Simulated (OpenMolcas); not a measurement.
# Pt⁺: CASSCF terms and fine-structure levels

Aim: the low terms and levels of Pt⁺, with their order and spacing.

Program: OpenMolcas 26.06. Level of theory: state-averaged CASSCF, spin-orbit coupling by RASSI with atomic mean-field integrals. These are calculated values, not measurements, unless marked.

## 1. What is computed

| Property | Result |
| --- | --- |
| Species | Pt⁺ (platinum, Z = 78, 77 electrons) |
| Basis | ANO-R0 [6s4p3d1f], 40 functions |
| Scalar Hamiltonian | X2C, finite nucleus |
| Inactive shells | 1s 2s 2p 3s 3p 3d 4s 4p 4d 4f 5s 5p |
| Active space | 9 electrons in 5 orbitals (5d) |
| Some configurations of this space | 5d9 |
| Orbitals | optimised for the highest spin of each parity, averaged over the low roots |

The outer shells:

5d9
```
5d [↑↓][↑↓][↑↓][↑↓][↑ ]
```

Each step is its own input file, run in one work folder so that later steps find the files of earlier ones. Labels, J, g values, rates, χT and fits are worked out afterwards by a script from the matrices that RASSI stores.

## 2. One- and two-electron integrals

a.inp

```
&GATEWAY
Coord
1

Pt 0.0 0.0 0.0
Basis=ANO-R0
Group=XYZ
NoMove
AngMom=0.0 0.0 0.0
AMFI
&SEWARD
```

On the command line:

```console
$ OMP_NUM_THREADS=1 MOLCAS_MEM=2252 MOLCAS_PROJECT=a pymolcas a.inp > a.log
```

## 3. CASSCF: doublets of even parity, 5 roots

a.inp

```
&RASSCF
FileOrb=start.orb
Symmetry=1
Spin=2
nActEl=9 0 0
Inactive=15 19
Ras2=5 0
CIRoot=5 5 1
SDav=5
CIMx=300
Iter=120 100
PrWF=0.3
OrbListing=Nothing
MaxOrb=0
Atom
>>> COPY $Project.JobIph JOB001
```

start.orb holds the contracted functions of the basis, ordered by shell, or the orbitals of the step before.

## 4. RASSI: spin-orbit coupling between the states

a.inp

```
&RASSI
NrOfJobIphs=1 5
1 2 3 4 5
IphNames
JOB001
EJob
SpinOrbit
DIPRint=1.0
SOCoupling=1000.0
Subsets=2
MEES
Property=10
'ANGMOM' 1 'ANGMOM' 2 'ANGMOM' 3 'MLTPL  1' 1 'MLTPL  1' 2 'MLTPL  1' 3
'AMFI' 1 'AMFI' 2 'AMFI' 3 'MLTPL  2' 6
SOProperty=3
'ANGMOM' 1 'ANGMOM' 2 'ANGMOM' 3
```

Q: Predict the outcome of this session. Wanted: lowest level; first excited level; spin-orbit lowering of the lowest level; strongest of the lines computed, by gA.

**Answer**, as computed:

```
                                                                                   quantity                                                value
                                                                                     method                                               CASSCF
                                                                               lowest level            5d9 2D 5/2, 100 % of that term, g = 1.200
                                                                ground level listed by NIST                                                2D5/2
                                                                        first excited level                             5d9 2D 3/2 at 10491 cm-1
                                                    spin-orbit lowering of the lowest level                                            4196 cm-1
strongest of the lines computed, by gA (one parity, so forbidden lines), at CASSCF energies  5d9 2D 3/2 → 5d9 2D 5/2, 953.2 nm, A = 1.88e+01 s⁻¹
```

In words: The multiplet 2D is inverted. Only the configurations of the active space and the roots asked for are present. Levels of other configurations are missing from the list.
